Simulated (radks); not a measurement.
**Exchange and kinetic functionals tested on atomic densities: F²⁺, Tb⁴⁺, As, Cs⁺, Ca¹⁶⁺, Tc⁴⁰⁺**

The task here is to estimate one member of a computed series from the others.

Program: radks (a radial shooting solver on a logarithmic mesh, Libxc functionals) version 1. Level of theory: non-relativistic Kohn-Sham, exchange-only PBE, spin-polarised, spherical densities, point nucleus; open shells are filled with parallel spins first. These are calculated values, not measurements, unless marked.

## The atom as given

- species: F²⁺ ([He] 2s2 2p3), Tb⁴⁺ ([Xe] 4f7), As ([Ar] 3d10 4s2 4p3), Cs⁺ ([Xe]), Ca¹⁶⁺ ([He] 2s2), Tc⁴⁰⁺ ([He] 2s1)

The first run:

Input:

```text
Z 9
configuration [He] 2s2 2p3
relativity non-relativistic
functional pbe,
spin polarised
nucleus point
```

Among the steps run: F²⁺, [He] 2s2 2p3.

One table of the session follows, with a row left open; its other results are not shown here.

It belongs to the step «F²⁺, [He] 2s2 2p3». From the orbitals of this run (lengths in bohr):

```
  level     <r>  outermost maximum (interpolated)  90 % within
  1s up       ?                                 ?            ?
1s down  0.1761                             0.114        0.315
  2s up  0.9112                             0.732         1.43
2s down  0.9451                             0.746         1.50
  2p up  0.8822                             0.644         1.48
2p down  0.9397                             0.667         1.60
```

**Question.** Estimate the row for 1s up.

The run gave: <r>: 0.1768; outermost maximum (interpolated): 0.115; 90 % within: 0.317. In the column «<r>» it lies between 1s down (0.1761) and 2p up (0.8822).
